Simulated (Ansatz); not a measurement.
**C2H4Cl2Sn: one molecule under many settings**

Aim: run C2H4Cl2Sn under a spread of inputs, and see what each costs and gives.

The runs use Ansatz 0.2.0, Gaussian basis; the settings change from run to run.

1 further run of the same task is left out (for a known fault of the program). Runs told in other sessions of the task aren't counted.

**1. The molecule**

The structure was relaxed beforehand with PBE0-D4 in a triple-zeta def2 set. Sn takes a core potential in def2 sets; no spin-orbit term is included.

9 atoms, charge 0, spin multiplicity 1.

Atoms are counted from 1 here; the program's logs count them from 0.

Bond lengths: C1–C2 1.326 Å, C1–H6 1.086 Å, C1–H7 1.087 Å, C2–Sn3 2.106 Å, C2–H8 1.086 Å, Sn3–Cl4 2.324 Å, Sn3–Cl5 2.324 Å, Sn3–H9 1.698 Å. Angles: C2–C1–H6 122.3°, C2–C1–H7 121.3°, H6–C1–H7 116.5°, C1–C2–Sn3 121.3°, C1–C2–H8 120.8°, Sn3–C2–H8 117.9°, C2–Sn3–Cl4 106.2°, C2–Sn3–Cl5 108.7°, C2–Sn3–H9 120.5°, Cl4–Sn3–Cl5 106.9°, Cl4–Sn3–H9 107.5°, Cl5–Sn3–H9 106.3°.

**2. PBE0/STO-3G**

in.yaml reads:

```yaml
crystal:
  periodic: [false, false, false]
  atoms:
    - {symbol: C, position_ang: [0.326684, 0.505580, -1.569096]}
    - {symbol: C, position_ang: [0.620929, -0.371942, -0.620041]}
    - {symbol: Sn, position_ang: [-0.450119, -0.423190, 1.192956]}
    - {symbol: Cl, position_ang: [-1.948534, 1.351879, 1.111128]}
    - {symbol: Cl, position_ang: [1.018594, 0.013132, 2.940866]}
    - {symbol: H, position_ang: [-0.474145, 1.231016, -1.460206]}
    - {symbol: H, position_ang: [0.885262, 0.537249, -2.501044]}
    - {symbol: H, position_ang: [1.433838, -1.080831, -0.750460]}
    - {symbol: H, position_ang: [-1.324110, -1.809195, 1.638695]}
basis:
  gaussian: {orbitals: STO-3G}
hamiltonian: {xc: {name: PBE0}}
```

Launch:

```console
$ ansatz run in.yaml --threads 4 --pin off --events-out ev --progress --plain --max-ram 10444MiB
```

Standard output:

```text
Functional definition: PBE0
  name "PBE0"
  cite "Adamo & Barone, J. Chem. Phys. 110, 6158 (1999) doi:10.1063/1.478522"
  cite "Perdew, Burke & Ernzerhof, Phys. Rev. Lett. 77, 3865 (1996) doi:10.1103/PhysRevLett.77.3865"
  parent pbe
  parameter a = 0.25
  parameter kappa = 0.804
  parameter beta = 0.06672455060314922
  exchange = (1 - a)*pbe_x(kappa = kappa, mu = beta*pi^2/3) + a*exact_x
  correlation = pbe_c(beta = beta)
751 factors; integrals over basis functions are off by at most 3.4e-5 eV
mean field evaluation 1: about -189195.2509 eV, gradient 1.7e1 eV
mean field evaluation 2: about -189196.3729 eV, gradient 1.1e1 eV
mean field evaluation 4: about -189196.9845 eV, gradient 6.4e-1 eV
mean field evaluation 8: about -189196.9240 eV, gradient 1.7e-3 eV
mean field -189196.92399177 eV, -6952.8587144163 hartree, gradient 2.9e-5 eV, S^2 0.000000; 0 other end points of the search recorded, 0 dependent functions left out
reference -189196.92401020 eV, -6952.8587150937 hartree; 50, 50 occupied and 9, 9 virtual orbitals, 751 factors
Total energy: -189196.92401020 eV, -6952.8587150937 hartree
```

Wall time 0.65 s (4 threads of Arm Neoverse V2, shared host).

**3. MP2/def2-TZVPD**

Options: atoms shaken by 0.08 Å.

in.yaml reads:

```yaml
crystal:
  periodic: [false, false, false]
  atoms:
    - {symbol: C, position_ang: [0.402949, 0.484526, -1.704086]}
    - {symbol: C, position_ang: [0.500487, -0.443819, -0.631933]}
    - {symbol: Sn, position_ang: [-0.319598, -0.464946, 1.219616]}
    - {symbol: Cl, position_ang: [-2.023965, 1.361336, 1.148527]}
    - {symbol: Cl, position_ang: [1.036984, 0.138900, 2.903586]}
    - {symbol: H, position_ang: [-0.559606, 1.355110, -1.270308]}
    - {symbol: H, position_ang: [0.972246, 0.649208, -2.374707]}
    - {symbol: H, position_ang: [1.345844, -1.034163, -0.724522]}
    - {symbol: H, position_ang: [-1.386264, -1.860955, 1.626396]}
basis:
  gaussian: {orbitals: def2-TZVPD}
hamiltonian: {xc: {name: HF}}
correlation: {method: mp2}
```

Same command.

Standard output:

```text
Functional definition: HF
  name "HF"
  cite "Fock, Z. Phys. 61, 126 (1930) doi:10.1007/BF01340294"
  parent pbe
  exchange = exact_x
  correlation = 0
1813 factors; integrals over basis functions are off by at most 9.3e-4 eV
mean field evaluation 1: about -32934.4372 eV, gradient 3.1e1 eV
mean field evaluation 2: about -32934.5117 eV, gradient 3.1e1 eV
mean field evaluation 4: about -32937.2995 eV, gradient 3.3e0 eV
mean field evaluation 8: about -32937.3428 eV, gradient 2.6e-1 eV
mean field -32937.34320732 eV, -1210.4250371360 hartree, gradient 2.2e-6 eV, S^2 0.000000; 0 other end points of the search recorded, 0 dependent functions left out; unrestricted orbitals would lower it
mean field evaluation 16: about -32937.3041 eV, gradient 3.3e0 eV
16 core orbitals not correlated: weight in the atoms' cores, before any rotation towards them, 1.000 or more for the frozen orbitals, at most 0.000 for the correlated occupied ones
reference -32937.34320732 eV, -1210.4250371360 hartree; 20, 20 occupied and 222, 222 virtual orbitals, 1813 factors
second order -27.67119803 eV of doubles, -0.00000000 eV of singles
Total energy: -32965.01440535 eV, -1211.4419349073 hartree
```

It took 5 s on 4 threads of Arm Neoverse V2, shared host; peak memory 0.83 GiB.

**4. B97/def2-TZVP**

in.yaml reads:

```yaml
crystal:
  periodic: [false, false, false]
  atoms:
    - {symbol: C, position_ang: [0.326684, 0.505580, -1.569096]}
    - {symbol: C, position_ang: [0.620929, -0.371942, -0.620041]}
    - {symbol: Sn, position_ang: [-0.450119, -0.423190, 1.192956]}
    - {symbol: Cl, position_ang: [-1.948534, 1.351879, 1.111128]}
    - {symbol: Cl, position_ang: [1.018594, 0.013132, 2.940866]}
    - {symbol: H, position_ang: [-0.474145, 1.231016, -1.460206]}
    - {symbol: H, position_ang: [0.885262, 0.537249, -2.501044]}
    - {symbol: H, position_ang: [1.433838, -1.080831, -0.750460]}
    - {symbol: H, position_ang: [-1.324110, -1.809195, 1.638695]}
basis:
  gaussian: {orbitals: def2-TZVP}
hamiltonian: {xc: {name: B97}}
```

The command is unchanged.

Standard output, cut to the lines that bear on the results:

```text
Functional definition: B97
  name "B97"
  cite "Becke, J. Chem. Phys. 107, 8554 (1997) doi:10.1063/1.475007"
[...]
      + integral(e_c_pw_opposite_spin*poly(b97_u_opposite, cos0, cos1, cos2))
1494 factors; their error is unknown
[...]
mean field -33015.93703534 eV, -1213.3133070427 hartree, gradient 7.8e-5 eV, S^2 0.000000; 0 other end points of the search recorded, 0 dependent functions left out
reference -33015.93706482 eV, -1213.3133081261 hartree; 36, 36 occupied and 174, 174 virtual orbitals, 1494 factors
Total energy: -33015.93706482 eV, -1213.3133081261 hartree
```

Run time: 4.4 s. Hardware: 4 threads of Arm Neoverse V2, shared host; peak memory 0.57 GiB.

**5. MP2/STO-3G**

Options: correlated electrons set to all.

in.yaml: that of step 4 with these lines changed.

```diff
@@ -13,3 +13,5 @@
 basis:
-  gaussian: {orbitals: def2-TZVP}
-hamiltonian: {xc: {name: B97}}
+  gaussian: {orbitals: STO-3G}
+hamiltonian: {xc: {name: HF}}
+correlation: {method: mp2, electrons: all}
+output: {forces: true}
```

Launched as before.

Standard output, cut to the lines that bear on the results:

```text
Functional definition: HF
  name "HF"
  cite "Fock, Z. Phys. 61, 126 (1930) doi:10.1007/BF01340294"
  parent pbe
[...]
751 factors; integrals over basis functions are off by at most 3.4e-5 eV
[...]
mean field -189111.52584400 eV, -6949.7203903710 hartree, gradient 1.6e-6 eV, S^2 0.000000; 0 other end points of the search recorded, 0 dependent functions left out; unrestricted orbitals would lower it
reference -189111.52584400 eV, -6949.7203903710 hartree; 50, 50 occupied and 9, 9 virtual orbitals, 751 factors
second order -4.30132229 eV of doubles, -0.00000000 eV of singles
[...]
Total energy: -189115.82716629 eV, -6949.8784610495 hartree
Atom 0 at     0.326684     0.505580    -1.569096 Å, force     0.098268     0.504016    -0.925758 eV/Å
Atom 1 at     0.620929    -0.371942    -0.620041 Å, force    -0.500388    -0.894508     2.029126 eV/Å
Atom 2 at    -0.450119    -0.423190     1.192956 Å, force    -0.374191    -0.596361     0.259742 eV/Å
Atom 3 at    -1.948534     1.351879     1.111128 Å, force    -0.000545     0.000654     0.008440 eV/Å
Atom 4 at     1.018594     0.013132     2.940866 Å, force     0.009933     0.015944     0.004950 eV/Å
Atom 5 at    -0.474145     1.231016    -1.460206 Å, force    -0.461382     0.467091    -0.048588 eV/Å
Atom 6 at     0.885262     0.537249    -2.501044 Å, force     0.235771     0.147978    -0.605030 eV/Å
Atom 7 at     1.433838    -1.080831    -0.750460 Å, force     0.512448    -0.290813    -0.380470 eV/Å
Atom 8 at    -1.324110    -1.809195     1.638695 Å, force     0.480088     0.645999    -0.342411 eV/Å
Dipole moment:     0.028985    -0.611504    -0.528984 e Å
```

Run time: 0.85 s. Hardware: 4 threads of Arm Neoverse V2, shared host.

Largest force 2.273 eV/Å, dipole 3.89 D.

**6. B97/def2-TZVPP**

This run has a grid of angular degree 47, relativity set to scalar.

in.yaml: that of step 5 with these lines changed.

```diff
@@ -13,5 +13,4 @@
 basis:
-  gaussian: {orbitals: STO-3G}
-hamiltonian: {xc: {name: HF}}
-correlation: {method: mp2, electrons: all}
+  gaussian: {orbitals: def2-TZVPP, final_grid: {core_spheres: 20, valence_spheres: 16, degree: 47}}
+hamiltonian: {xc: {name: B97}, pseudopotentials: {relativity: scalar}}
 output: {forces: true}
```

Launched as before.

Standard output, cut to the lines that bear on the results:

```text
Functional definition: B97
  name "B97"
  cite "Becke, J. Chem. Phys. 107, 8554 (1997) doi:10.1063/1.475007"
[...]
      + integral(e_c_pw_opposite_spin*poly(b97_u_opposite, cos0, cos1, cos2))
1654 factors; their error is unknown
[...]
mean field -33084.95776168 eV, -1215.8497719521 hartree, gradient 2.2e-5 eV, S^2 0.000000; 0 other end points of the search recorded, 0 dependent functions left out
[...]
reference -33084.95779094 eV, -1215.8497730271 hartree; 36, 36 occupied and 216, 216 virtual orbitals, 1654 factors
Total energy: -33084.95779094 eV, -1215.8497730271 hartree
Relativity: scalar
Atom 0 at     0.326684     0.505580    -1.569096 Å, force    -0.048491     0.196274    -0.245737 eV/Å
Atom 1 at     0.620929    -0.371942    -0.620041 Å, force     0.162070    -0.198992     0.023858 eV/Å
Atom 2 at    -0.450119    -0.423190     1.192956 Å, force    -0.069485    -0.175863     0.019137 eV/Å
Atom 3 at    -1.948534     1.351879     1.111128 Å, force    -0.206793     0.209630     0.009443 eV/Å
Atom 4 at     1.018594     0.013132     2.940866 Å, force     0.181987     0.039529     0.221364 eV/Å
Atom 5 at    -0.474145     1.231016    -1.460206 Å, force     0.012706     0.001678    -0.025072 eV/Å
Atom 6 at     0.885262     0.537249    -2.501044 Å, force    -0.000289     0.010982    -0.016343 eV/Å
Atom 7 at     1.433838    -1.080831    -0.750460 Å, force     0.010711    -0.008185    -0.003620 eV/Å
Atom 8 at    -1.324110    -1.809195     1.638695 Å, force    -0.042414    -0.075054     0.016971 eV/Å
Dipole moment:     0.097198    -0.383818    -0.555156 e Å
```

It took 6.5 s on 4 threads of Arm Neoverse V2, shared host; peak memory 0.87 GiB.

Largest force 0.318 eV/Å, dipole 3.28 D.

**7. B2GP-PLYP/STO-3G**

in.yaml: that of step 6 with these lines changed.

```diff
@@ -13,4 +13,4 @@
 basis:
-  gaussian: {orbitals: def2-TZVPP, final_grid: {core_spheres: 20, valence_spheres: 16, degree: 47}}
-hamiltonian: {xc: {name: B97}, pseudopotentials: {relativity: scalar}}
+  gaussian: {orbitals: STO-3G}
+hamiltonian: {xc: {name: B2GP-PLYP}}
 output: {forces: true}
```

Same command.

Standard output, cut to the lines that bear on the results:

```text
Functional definition: B2GP-PLYP
  name "B2GP-PLYP"
  cite "Karton, Tarnopolsky, Lamère, Schatz & Martin, J. Phys. Chem. A 112, 12868 (2008) doi:10.1021/jp801805p"
  cite "Becke, Phys. Rev. A 38, 3098 (1988) doi:10.1103/PhysRevA.38.3098"
  cite "Lee, Yang & Parr, Phys. Rev. B 37, 785 (1988) doi:10.1103/PhysRevB.37.785"
[...]
751 factors; integrals over basis functions are off by at most 3.4e-5 eV
[...]
mean field -189179.48739419 eV, -6952.2179312744 hartree, gradient 2.2e-6 eV, S^2 0.000000; 0 other end points of the search recorded, 0 dependent functions left out
30 core orbitals not correlated: weight in the atoms' cores, before any rotation towards them, 1.000 or more for the frozen orbitals, at most 0.000 for the correlated occupied ones
reference -189179.48749560 eV, -6952.2179350009 hartree; 20, 20 occupied and 9, 9 virtual orbitals, 751 factors
second order -5.13645533 eV of doubles, -0.00000000 eV of singles
[...]
Total energy: -189181.33661951 eV, -6952.2858890515 hartree
Atom 0 at     0.326684     0.505580    -1.569096 Å, force     0.217288     0.100253    -0.461797 eV/Å
Atom 1 at     0.620929    -0.371942    -0.620041 Å, force    -0.640589    -0.465373     1.601387 eV/Å
Atom 2 at    -0.450119    -0.423190     1.192956 Å, force    -0.296916    -0.660780     0.089364 eV/Å
Atom 3 at    -1.948534     1.351879     1.111128 Å, force     0.048364    -0.048033    -0.008487 eV/Å
Atom 4 at     1.018594     0.013132     2.940866 Å, force    -0.028783     0.002128    -0.040755 eV/Å
Atom 5 at    -0.474145     1.231016    -1.460206 Å, force    -0.325198     0.342661    -0.057989 eV/Å
Atom 6 at     0.885262     0.537249    -2.501044 Å, force     0.136824     0.138307    -0.438598 eV/Å
Atom 7 at     1.433838    -1.080831    -0.750460 Å, force     0.348824    -0.165692    -0.324455 eV/Å
Atom 8 at    -1.324110    -1.809195     1.638695 Å, force     0.540185     0.756530    -0.358670 eV/Å
Dipole moment:     0.028115    -0.595624    -0.524689 e Å
```

Wall time 2 s (4 threads of Arm Neoverse V2, shared host).

Largest force 1.786 eV/Å, dipole 3.82 D.

**8. RPBE/def2-mTZVPP**

Set apart from the defaults: unrestricted orbitals, D3(BJ) dispersion.

in.yaml: that of step 7 with these lines changed.

```diff
@@ -13,4 +13,4 @@
 basis:
-  gaussian: {orbitals: STO-3G}
-hamiltonian: {xc: {name: B2GP-PLYP}}
-output: {forces: true}
+  gaussian: {orbitals: def2-mTZVPP}
+magnetization: {spin_polarized: true, initial_magnetization: 0}
+hamiltonian: {xc: {name: RPBE}, dispersion: d3bj}
```

The command is unchanged.

Standard output:

```text
Functional definition: RPBE
  name "RPBE"
  cite "Hammer, Hansen & Nørskov, Phys. Rev. B 59, 7413 (1999) doi:10.1103/PhysRevB.59.7413"
  cite "Perdew, Burke & Ernzerhof, Phys. Rev. Lett. 77, 3865 (1996) doi:10.1103/PhysRevLett.77.3865"
  parameter kappa = 0.804
  parameter beta = 0.06672455060314922
  exchange = rpbe_x(kappa = kappa, mu = beta*pi^2/3)
  correlation = pbe_c(beta = beta)
1501 factors; their error is unknown
mean field evaluation 1: about -33008.6484 eV, gradient 4.3e1 eV
mean field evaluation 2: about -32975.0902 eV, gradient 8.2e1 eV
mean field evaluation 4: about -33017.7303 eV, gradient 7.7e0 eV
mean field evaluation 8: about -33018.0307 eV, gradient 6.3e-2 eV
mean field evaluation 16: about -33018.0167 eV, gradient 1.1e-4 eV
mean field -33018.01666616 eV, -1213.3897320659 hartree, gradient 8.6e-6 eV, S^2 0.000000; 0 other end points of the search recorded, 0 dependent functions left out
reference -33018.01671471 eV, -1213.3897338502 hartree; 36, 36 occupied and 112, 112 virtual orbitals, 1501 factors
Total energy: -33019.76991938 eV, -1213.4541629332 hartree
```

It took 2.1 s on 4 threads of Arm Neoverse V2, shared host.

⟨S²⟩ 0.000.

**9. wB97M-V/STO-3G**

This run has unrestricted orbitals, atoms shaken by 0.15 Å, relativity set to none.

in.yaml reads:

```yaml
crystal:
  periodic: [false, false, false]
  atoms:
    - {symbol: C, position_ang: [0.425419, 0.329649, -1.355016]}
    - {symbol: C, position_ang: [0.765782, -0.302154, -0.491078]}
    - {symbol: Sn, position_ang: [-0.447217, -0.458716, 1.094456]}
    - {symbol: Cl, position_ang: [-1.867099, 1.453538, 0.877295]}
    - {symbol: Cl, position_ang: [0.907633, -0.125574, 2.833625]}
    - {symbol: H, position_ang: [-0.188485, 1.277646, -1.324849]}
    - {symbol: H, position_ang: [0.978140, 0.753455, -2.474968]}
    - {symbol: H, position_ang: [1.230025, -1.322665, -0.758384]}
    - {symbol: H, position_ang: [-1.296768, -1.837077, 1.722143]}
basis:
  gaussian: {orbitals: STO-3G}
magnetization: {spin_polarized: true, initial_magnetization: 0}
hamiltonian: {xc: {name: wB97M-V}, pseudopotentials: {relativity: none}}
output: {forces: true}
```

Launched as before.

Standard output, cut to the lines that bear on the results:

```text
Functional definition: wB97M-V
  name "wB97M-V"
  cite "Mardirossian & Head-Gordon, J. Chem. Phys. 144, 214110 (2016) doi:10.1063/1.4952647"
  cite "Becke, J. Chem. Phys. 107, 8554 (1997) doi:10.1063/1.475007"
  cite "Vydrov & Van Voorhis, J. Chem. Phys. 133, 244103 (2010) doi:10.1063/1.3521275"
  # Of w^i u^j: cxij and so on, Table III.
[...]
  gx(w, u) = 1 - cx + cx01*u + cx10*w
  gss(w, u) = css00 + css04*u^4 + css10*w + css20*w^2 + css43*w^4*u^3
  gos(w, u) = cos00 + cos10*w + (cos20 + cos21*u)*w^2 + (cos60 + cos61*u)*w^6
[...]
      + integral(e_c_pw_mod_opposite_spin*gos(b97_w_opposite, b97_u_opposite)) + vv10(b, c)
751 factors; integrals over basis functions are off by at most 3.6e-5 eV
193 factors; integrals over basis functions are off by at most 1.1e-6 eV
[...]
Total energy: -189214.96971110 eV, -6953.5218823700 hartree
Atom 0 at     0.425419     0.329649    -1.355016 Å, force    -5.035736    22.229151   -25.029075 eV/Å
Atom 1 at     0.765782    -0.302154    -0.491078 Å, force     6.229954   -19.739052    17.805621 eV/Å
Atom 2 at    -0.447217    -0.458716     1.094456 Å, force    -2.284299    -0.236454     1.177315 eV/Å
Atom 3 at    -1.867099     1.453538     0.877295 Å, force     0.567201    -0.991568     0.151884 eV/Å
Atom 4 at     0.907633    -0.125574     2.833625 Å, force     1.077508     0.488486     1.615211 eV/Å
Atom 5 at    -0.188485     1.277646    -1.324849 Å, force    -0.464974    -1.317544     1.160429 eV/Å
Atom 6 at     0.978140     0.753455    -2.474968 Å, force    -1.436156    -3.613067     3.449132 eV/Å
Atom 7 at     1.230025    -1.322665    -0.758384 Å, force     0.834311     2.035036     0.794601 eV/Å
Atom 8 at    -1.296768    -1.837077     1.722143 Å, force     0.512190     1.145011    -1.125118 eV/Å
Dipole moment:    -0.077120    -0.658729    -0.525122 e Å
```

Wall time 5.5 s (4 threads of Arm Neoverse V2, shared host).

Largest force 33.852 eV/Å, dipole 4.06 D, ⟨S²⟩ 0.000.

**10. The runs in one table**

```tsv
level	charge	multiplicity	geometry	functions	energy (eV)	time
PBE0/STO-3G	0	1	relaxed	59	-189196.924	0.65 s
MP2/def2-TZVPD	0	1	shaken	258	-32965.014	5 s
B97/def2-TZVP	0	1	relaxed	210	-33015.937	4.4 s
MP2/STO-3G	0	1	relaxed	59	-189115.827	0.85 s
B97/def2-TZVPP	0	1	relaxed	252	-33084.958	6.5 s
B2GP-PLYP/STO-3G	0	1	relaxed	59	-189181.337	2 s
RPBE/def2-mTZVPP	0	1	relaxed	148	-33019.770	2.1 s
wB97M-V/STO-3G	0	1	shaken	59	-189214.970	5.5 s
```

**11. Summary of results**

```
                                         quantity                  value
                                             runs                      8
                                         quickest    PBE0/STO-3G, 0.65 s
                                          slowest  B97/def2-TZVPP, 6.5 s
spread of total energies, same state and geometry            156181.0 eV
                  dipole, same state and geometry         3.28 to 3.89 D
```

In words: B97/def2-TZVPP took 10 times as long as PBE0/STO-3G. The jobs differ in tasks and options as well as level. Total energies at one charge and spin differ by 156181 eV between levels, so only differences within one level mean anything. Some of these runs are scalar-relativistic and others not, which shifts the totals of all-electron atoms past neon by several eV an atom and more; core potentials, where a basis has them, take the core out of the total altogether. At the PBE0-D4/def2-TZVP geometry and in the same state, the sound runs without point charges leave forces up to 2.27 eV/Å (MP2/STO-3G), against 33.9 eV/Å where the atoms were moved. At that geometry and state the dipole changes by 19 % between the lowest and highest value.
